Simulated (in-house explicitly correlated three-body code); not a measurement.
# Two electrons around a charge of +2.28: exact states and exact Kohn–Sham parts

Aim: the lowest states of two electrons around a charge of +2.28 to near-exact accuracy, with their sizes and correlation, then the exact Kohn–Sham parts of the ground state and the errors of common functionals.

The numbers are computed with in-house explicitly correlated three-body code version 1 (two electrons, non-relativistic, variational in exponentially correlated functions), except any that are marked as measured or tabulated.

### 1 The system

- charge of the centre: +2.28
- mass of the centre: infinite
- interactions: Coulomb
- basis: 260 functions exp(−a r1 − b r2 − g r12) a state, exponent ranges optimised
- units: hartree and bohr; relativity and QED are left out

### 2 The run

Settings:

```ini
Z = 2.28
interaction_strength = 1.0
functions = 260
states_tried = 13
```

Launch:

```console
> python run_hyl.py task.json out
```

What does the calculation give? Wanted: ground-state energy; binding of the second electron; ⟨r12⟩, ⟨cos θ12⟩; resonance line 1 ¹S–2 ¹P; polarisability of the ground state; Ts, Ex, Ec; exact less Hartree–Fock.

The runs gave:

```
                          quantity                                value
               ground-state energy                  -3.92754066 hartree
    binding of the second electron                            36.146 eV
                  ⟨r12⟩, ⟨cos θ12⟩                  1.203 bohr, -0.0568
          resonance line 1 ¹S–2 ¹P                30.637 eV, f = 0.3405
polarisability of the ground state                        0.71388 bohr³
            Ts, Ex, Ec (Kohn–Sham)  3.88974, -1.20019, -0.04260 hartree
           exact less Hartree–Fock                     -0.04256 hartree
```

What this shows: The second electron is bound by 36.15 eV, and the mean cosine of -0.057 shows the electrons leaning only slightly to opposite sides. The virial ratio −T/E is 1.0000000, where an exact Coulomb state gives 1. Exchange puts 2 ³S 1.10 eV under 2 ¹S. On the exact density BP86 errs least (+0.1 millihartree) and LDA PW92 most (+89.5). Self-consistent top levels of the semilocal functionals lie +9.6 to +11.1 eV from minus the binding energy, the exact Kohn–Sham level.
